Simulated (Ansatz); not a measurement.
CH₆BFOSi, SMILES B[Si](C)(O)F, a rigid torsion scan

Computed with the Ansatz DFT code, driven from Python.

`ch6bfosi_torsion.py`
```python
"""Energy of CH6BFOSi as one group turns about a bond."""

import ansatz as az
from ase import Atoms


def main() -> None:
    atoms = Atoms(["B", "Si", "C", "O", "F", "H", "H", "H", "H", "H", "H"], positions=[
        (1.035, 1.1834, 1.0242),
        (0.4303, -0.0735, -0.3184),
        (-1.4547, -0.2668, -0.2726),
        (1.2584, -1.568, 0.0089),
        (0.8961, 0.4586, -1.8663),
        (0.574, 2.3497, 0.9617),
        (1.7557, 0.9139, 1.8784),
        (-1.6863, -0.6056, 0.7413),
        (-1.9011, 0.725, -0.4263),
        (-1.7363, -1.0074, -0.9982),
        (0.8943, -2.1665, -0.7123),
    ])

    # start the scan from a relaxed geometry
    first = (
        az.Crystal.molecule_from_ase(atoms).calculation()
        .basis(gaussian="def2-SVP")
        .functional("CAM-B3LYP")
        .relax(force_tolerance=0.02, max_steps=80)  # relax until the tolerances are met
    )
    atoms.positions = first.run(threads=1, pin="off").report["positions_ang"]

    start = atoms.get_dihedral(0, 1, 3, 10)
    energies = {}
    for turn in range(0, 360, 40):
        turned = atoms.copy()
        turned.set_dihedral(0, 1, 3, 10, start + turn, indices=[3, 10])
        model = az.Crystal.molecule_from_ase(turned).calculation()
        model = model.basis(gaussian="def2-SVP").functional("CAM-B3LYP")
        energies[round((start + turn) % 360)] = model.run(threads=1, pin="off").report["free_energy_ev"]
    floor = min(energies.values())
    print("dihedral B0-Si1-O3-H10 (deg)   E - E(min) (kcal/mol)")
    for angle, e in sorted(energies.items()):
        print(f"{angle:8d} {23.060548 * (e - floor):14.3f}  " + "#" * int(30 * (e - floor) / max(max(energies.values()) - floor, 1e-9)))


if __name__ == "__main__":
    main()
```

Output of `python ch6bfosi_torsion.py`:
```text
dihedral B0-Si1-O3-H10 (deg)   E - E(min) (kcal/mol)
      30          2.544  ###########################
      70          2.799  ##############################
     110          2.303  ########################
     150          0.789  ########
     190          0.000
     230          0.580  ######
     270          1.215  #############
     310          1.498  ################
     350          2.129  ######################
```

The scan is rigid and the energies are electronic, in a modest basis. With rigid groups the curve can differ much from the relaxed path, the start wasn't checked as a minimum of this torsion, and equivalent turns needn't return to the same energy. It ran for 3.3 min on 1 thread of Arm Neoverse V2, with other jobs on the host, peak memory 0.33 GiB.

(A comment or docstring line of the script was reworded after the run, the code is as it ran.)
